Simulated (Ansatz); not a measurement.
# Hf2Pd2Se2Br2O3 (P6mm) in Ansatz: band structure with PBE

Aim: the band structure of Hf2Pd2Se2Br2O3 with PBE.

Program: Ansatz 0.2.0. These are calculated values, not measurements. Logs are shortened: lines on timing, memory, paths and dates and some standing lists are left out, and cuts for length are marked.

**1. The crystal as given**

The structure is hexagonal, space group P6mm (No. 183). The conventional cell has a = 5.759 Å, b = 5.759 Å, c = 8.525 Å, α = 90.00°, β = 90.00°, γ = 120.00°. Hf (site symmetry 3m) is surrounded by 3 O at 1.92 Å. Pd (site symmetry 3m) is surrounded by 1 Se at 2.33 Å. Around Se (site symmetry 3m) lie 1 Pd at 2.33 Å and 1 Hf at 2.67 Å. Br (site symmetry 6mm) has 6 Pd at 3.33 Å and 6 O at 3.80 Å as nearest neighbours. Around Br (site symmetry 6mm) lie 6 O at 3.46 Å and 6 Hf at 3.46 Å and 6 Se at 3.74 Å. O (site symmetry 2mm) has 2 Hf at 1.92 Å as nearest neighbours.

The cell was built by a generator and needn't be a form met in nature.

**2. Band structure, PBE**

File input.yaml:

```yaml
crystal:
  lattice:
    - [5.75899, 0.0, 0.0]
    - [-2.87949, 4.98743, 0.0]
    - [0.0, 0.0, 8.52547]
  atoms:
    - { symbol: Hf, position: [0.33333, 0.66667, 0.54201] }
    - { symbol: Hf, position: [0.66667, 0.33333, 0.54201] }
    - { symbol: Pd, position: [0.33333, 0.66667, 0.1288] }
    - { symbol: Pd, position: [0.66667, 0.33333, 0.1288] }
    - { symbol: Se, position: [0.33333, 0.66667, 0.85572] }
    - { symbol: Se, position: [0.66667, 0.33333, 0.85572] }
    - { symbol: Br, position: [0.0, 0.0, 0.13895] }
    - { symbol: Br, position: [0.0, 0.0, 0.65384] }
    - { symbol: O, position: [0.5, 0.0, 0.42963] }
    - { symbol: O, position: [0.0, 0.5, 0.42963] }
    - { symbol: O, position: [0.5, 0.5, 0.42963] }
hamiltonian:
  xc: pbe
  pseudopotentials: { kind: paw }
kpoints:
  mp_grid: { grid: [6, 6, 3] }
  band_path:
    path:
      - [[0.0, 0.0, 0.0], [0.5, 0.0, 0.0], [0.3333333333, 0.3333333333, 0.0], [0.0, 0.0, 0.0], [0.0, 0.0, 0.5], [0.5, 0.0, 0.5], [0.3333333333, 0.3333333333, 0.5], [0.0, 0.0, 0.5]]
      - [[0.5, 0.0, 0.5], [0.5, 0.0, 0.0]]
      - [[0.3333333333, 0.3333333333, 0.0], [0.3333333333, 0.3333333333, 0.5]]
    npoints: 10
scf:
  occupations: { method: fermi_dirac, width: 0.05 }
  n_extra_bands: 27
output:
  forces: true
  stress: true
  eigenvalues: true
  fatbands: false
```

Potentials or basis: Ansatz PAW.

The run is started by

```bash
$ ansatz run input.yaml --threads 8 --pin off --max-ram 20480MiB --backend cpu --events-out ev --progress --plain --runs-dir out
```

Standard output:

```text
Warning: the atoms were moved onto the symmetric positions of the space group found under crystal.symmetry.tolerance 1.0e-5 (fractional; no operation is sought that the atoms, as they stand in a round, miss by more than twice it, and no atom is moved by as much as it), and the run uses the moved positions. Before a round's move an operation carried an atom to 5.76e-5 Å from where it should land, the largest such distance. Atom 0 (counting from 0) moved farthest, by 3.32e-5 Å; the longest move in fractions of the cell, of whichever atom, is 0.47 of the tolerance, in 1 round. To run the atoms as typed, lower crystal.symmetry.tolerance until the operations that they miss are no longer found, or set crystal.symmetry.detect: false (a key that needs symmetry detection or time reversal refuses this as the deck is read). The positions used, in the order of the run's atom list: position: [0.3333333333333333, 0.6666666666666666, 0.54201]; position: [0.6666666666666666, 0.3333333333333333, 0.54201]; position: [0.3333333333333333, 0.6666666666666666, 0.1288]; position: [0.6666666666666666, 0.3333333333333333, 0.1288]; position: [0.3333333333333333, 0.6666666666666666, 0.85572]; position: [0.6666666666666666, 0.3333333333333333, 0.85572]; position: [0.0, 0.0, 0.13895]; position: [0.0, 0.0, 0.65384]; position: [0.5, 0.0, 0.42963]; position: [0.0, 0.5, 0.42963]; position: [0.5, 0.5, 0.42963]; The lattice was moved too: crystal.lattice keeps the space group found at crystal.symmetry.tolerance 1.0e-5 only nearly: the operation that it misses by the most changes a squared length by the fraction 2.01e-6. The run uses the lattice that is a stretch of the typed one, with no rotation, onto the one that keeps every operation to a double's rounding (on a very oblique basis the stretch itself rounds by more); the deck's lattice vector that moved farthest moved by 3.04e-6 Å. To run the lattice as typed, set crystal.symmetry.tolerance under 4.32e-7, the least fraction by which an operation that the lattice misses changes a squared length (the same key also sets how far an atom may lie from its image, so lowering it can lose operations that the atoms keep only within it), or set crystal.symmetry.detect: false, as for the atoms. crystal.lattice made exact, in Å and degrees: [[5.758989053065217, -2.8867513457225407e-6, 0.0], [-2.879492026532608, 4.987432263446639, 0.0], [0.0, 0.0, 8.52547]]. Pasted over the deck's crystal.lattice, beside positions in fractional coordinates, it runs the same cell (given as lengths and angles, that cell in the form's own orientation, a rigid turn of the misfit's size from the one run here, for which a checkpoint.post_process_only pass over this run's state can be refused: where this run relaxes nothing, give such a pass this deck's own crystal.lattice, as typed; behind a relaxation, as crystal.lattice, the state's own cell, identity.cell in its checkpoint.json), and a matrix so pasted ends this notice, except on a very skew basis of the lattice, where the rounding of the pasted numbers themselves can read as a misfit: the cell is then moved again, and that move is told again. The lattice as run is in this notice's lattice.as_run_ang field (Run.prep()["deck_notices"] in Python, the deck_notice line of an events file, deck_notices of ansatz run --dry-run=json, or deck_notices in record.json in the deck's checkpoint.write directory).
Warning: RAYON_NUM_THREADS=8 ignored (pool sized by the plan → 8); use --threads N
[... 91 lines left out ...]
  k-point 2: bands = ["-75.2675", "-75.2661", "-54.1103", "-54.0901", "-41.3975", "-41.3952", "-40.8711", "-40.8700", "-40.8560", "-40.8549", "-39.8707", "-39.8706", "-39.8693", "-39.8692", "-39.8264", "-39.8263", "-39.8258", "-39.8258", "-39.8180", "-39.8168", "-23.2824", "-23.2598", "-23.0470", "-22.9043", "-22.8543", "-22.8341", "-10.3277", "-9.8903", "-9.8651", "-6.1414", "-5.4002", "-5.0564", "-4.2739", "-4.0193", "-4.0174", "-3.9929", "-3.9896", "-3.9821", "-3.9738", "-3.9705", "-3.9605", "-3.9592", "-3.9482", "-3.9171", "-3.9102", "-3.9055", "-3.9026", "2.6675", "3.0234", "3.0379", "3.0486", "3.3822", "3.4096", "3.5839", "3.9981", "4.0137", "4.3127", "4.6328", "4.6964", "5.4143", "5.4731", "5.5891", "5.6143", "5.6655", "6.0277", "6.3213", "6.3285", "6.6119", "6.7372", "6.7874", "6.8533", "6.8934", "7.2308", "7.7413", "7.8612", "7.9847", "8.0815", "8.3741", "9.5744", "10.0669", "10.1377", "11.4367", "12.1077", "12.6685", "12.8540", "13.2785", "13.3133", "13.5733", "13.7269", "13.8390", "14.2862", "14.3410", "15.2953", "15.4236", "15.7484", "16.4210", "16.5437", "16.9186", "17.5932", "17.6996", "18.0313", "18.1692", "18.2546"]
  k-point 13: bands = ["-75.2668", "-75.2668", "-54.1002", "-54.1002", "-41.3964", "-41.3964", "-40.8722", "-40.8630", "-40.8630", "-40.8538", "-39.8711", "-39.8699", "-39.8699", "-39.8687", "-39.8264", "-39.8261", "-39.8261", "-39.8258", "-39.8174", "-39.8174", "-23.3009", "-23.1154", "-23.1154", "-22.9206", "-22.9206", "-22.8141", "-10.0950", "-10.0950", "-9.8716", "-6.0954", "-5.3628", "-4.7281", "-4.7281", "-4.0182", "-4.0182", "-4.0075", "-3.9837", "-3.9727", "-3.9727", "-3.9660", "-3.9660", "-3.9564", "-3.9560", "-3.9560", "-3.9215", "-3.8991", "-3.8991", "2.6252", "2.6252", "2.9405", "3.1737", "3.1872", "3.1872", "4.1149", "4.1149", "4.1523", "4.4459", "4.4459", "4.8319", "5.1808", "5.1808", "5.6477", "5.6477", "6.1912", "6.1912", "6.3472", "6.3644", "6.4591", "6.6282", "6.6282", "6.7087", "7.2316", "7.4237", "7.5920", "7.5920", "8.0434", "8.0434", "8.7191", "9.9666", "11.3665", "11.3665", "11.6238", "11.6238", "11.8908", "12.3271", "12.4923", "12.4923", "13.1681", "13.4030", "13.4030", "14.3725", "14.3725", "14.9274", "15.5784", "16.4624", "16.4624", "17.0407", "17.2053", "17.2053", "17.7788", "17.7788", "18.1694", "18.1694"]
```

It took 20 s on 8 threads of Arm Neoverse V2, shared host; peak memory 2.2 GiB.

What came out:

```yaml
Free_energy: -63600.1294 eV
Pressure: -0.1 GPa
Largest_force: 0.079 eV/Å
Band_gap_on_the_k_mesh: none (metal or under the smearing width)
```

Forces in eV/Å, atoms in the order of the input:
```
Hf   0.000  0.000 -0.055
Hf   0.000  0.000 -0.055
Pd   0.000  0.000 -0.049
Pd   0.000  0.000 -0.049
Se   0.000  0.000  0.079
Se   0.000  0.000  0.079
Br   0.000  0.000 -0.013
Br   0.000  0.000  0.020
O    0.000  0.000  0.014
O    0.000  0.000  0.014
O    0.000  0.000  0.014
```

Levels at the corners of the path, in eV from the Fermi level:
```
point  band 74  band 75  band 76  band 77  band 78  band 79
    Γ     0.00     0.00     0.02     0.40     0.40     1.18
    M    -0.70    -0.38    -0.19     0.05     0.44     2.38
    K    -0.42    -0.42     0.00     0.00     0.70     2.13
    Γ     0.00     0.00     0.02     0.40     0.40     1.18
    A     0.01     0.01     0.06     0.44     0.44     1.75
    L    -0.74    -0.40    -0.11     0.04     0.49     2.47
    H    -0.39    -0.39     0.07     0.07     0.74     1.93
    A     0.01     0.01     0.06     0.44     0.44     1.75
    L    -0.74    -0.40    -0.11     0.04     0.49     2.47
    M    -0.70    -0.38    -0.19     0.05     0.44     2.38
    K    -0.42    -0.42     0.00     0.00     0.70     2.13
    H    -0.39    -0.39     0.07     0.07     0.74     1.93
```

Caveat: spin-orbit coupling is left out, which moves the levels of the heavy elements.
